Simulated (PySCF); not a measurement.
# PdO(OH)₂: quintet, from a PBE0 minimum start

The task is one start of a wider search on PdO(OH)₂: the quintet, from a PBE0 minimum start. It is relaxed, tested by its Hessian and followed downhill if it is a saddle.

The runs use PySCF 2.14.0; PBE0, basis Pd def2-SVP with ECP28, O def2-SVP, H def2-SVP, scalar-relativistic core potentials, no spin–orbit coupling, density fitting.

## (1) The system as given

6 atoms, charge 0, spin multiplicity 5.

Bond lengths: Pd1–O2 1.877 Å, Pd1–O3 1.939 Å, Pd1–O4 1.939 Å, O3–H5 0.968 Å, O4–H6 0.967 Å. Angles: O2–Pd1–O3 107.8°, O2–Pd1–O4 104.1°, O3–Pd1–O4 148.2°, Pd1–O3–H5 116.6°, Pd1–O4–H6 115.9°.

```xyz
6
charge 0 multiplicity 5
Pd    0.0071    0.0752    0.0000
O     0.0000   -1.8022    0.0000
O     1.8558    0.6607    0.0000
O    -1.8721    0.5532    0.0000
H     2.0077    1.6165    0.0000
H    -2.4959   -0.1863    0.0000
```

## (2) Finding the electronic state

The steps below are one call of a driver around PySCF. For each, scf.py gives the equivalent set-up of the SCF; relaxations use the driver's own optimiser. After this first run the driver tries any further starts and a stability analysis.

Input file scf.py:

```python
from pyscf import gto, scf, dft
mol = gto.M(atom='''
Pd     0.007120     0.075240    -0.000000
O      0.000000    -1.802190     0.000000
O      1.855790     0.660750     0.000000
O     -1.872150     0.553160     0.000000
H      2.007730     1.616510     0.000000
H     -2.495860    -0.186330     0.000000''',
    basis={'Pd': 'def2-SVP', 'O': 'def2-SVP', 'H': 'def2-SVP'},
    ecp={'Pd': 'def2-SVP'},
    charge=0, spin=4)
mf = dft.UKS(mol, xc='PBE0')
mf.grids.atom_grid = (50, 194)
aux = {'Pd': 'def2-universal-JKFIT', 'O': 'def2-universal-JKFIT', 'H': 'def2-universal-JKFIT'}
mf = mf.density_fit(auxbasis=aux)
mf.conv_tol = 1e-08
mf.diis_space = 10
mf.max_cycle = 60
mf.init_guess = 'minao'
mf.verbose = 4
mf.kernel()
```

Command:

```bash
> OMP_NUM_THREADS=2 python axn.py task.json out
```

After this run come: PBE0 minimum start, quintet: relaxation; Hessian and properties.

Before running it: what results should come out? Wanted: minimum; geometry; wavenumbers; dipole moment; highest occupied, lowest empty level; polar-tensor charge of Pd1; zero-point energy; atomisation energy; ⟨S²⟩.

As calculated:

```
                                          quantity                                                                                                                         value
                                           minimum                                                                                                                   quintet, Cs
                                          geometry  O–H 0.968 Å (×2), Pd–O 1.878 Å, Pd–O 1.939 Å (×2); H–O–Pd 115.9°, H–O–Pd 116.5°, O–Pd–O 104.4°, O–Pd–O 107.0°, O–Pd–O 148.6°
                                wavenumbers (cm⁻¹)   109 (a'), 115 (a''), 119 (a'), 344 (a''), 424 (a''), 514 (a'), 583 (a'), 610 (a'), 654 (a'), 677 (a'), 3844 (a'), 3855 (a')
                                     dipole moment                                                                                                                        1.57 D
highest occupied, lowest empty level (either spin)                                                                                                               -7.44, -4.67 eV
                        polar-tensor charge of Pd1                                                                                                                       +0.36 e
                                 zero-point energy                                                                                                                   70.9 kJ/mol
                               entropy at 298.15 K                                                                                                               351.0 J/(mol K)
         atomisation energy (no zero-point energy)                                                                                                                   1437 kJ/mol
                                              ⟨S²⟩                                                                                                                         6.031
```

**Reading.** The molecule stays Cs, as typed, and the end point is a minimum. In the infrared the band at 3844 cm⁻¹ (a') leads. Other starts or spin states, not run here, may lie lower. One determinant may miss the lowest occupation of an open d or f shell.
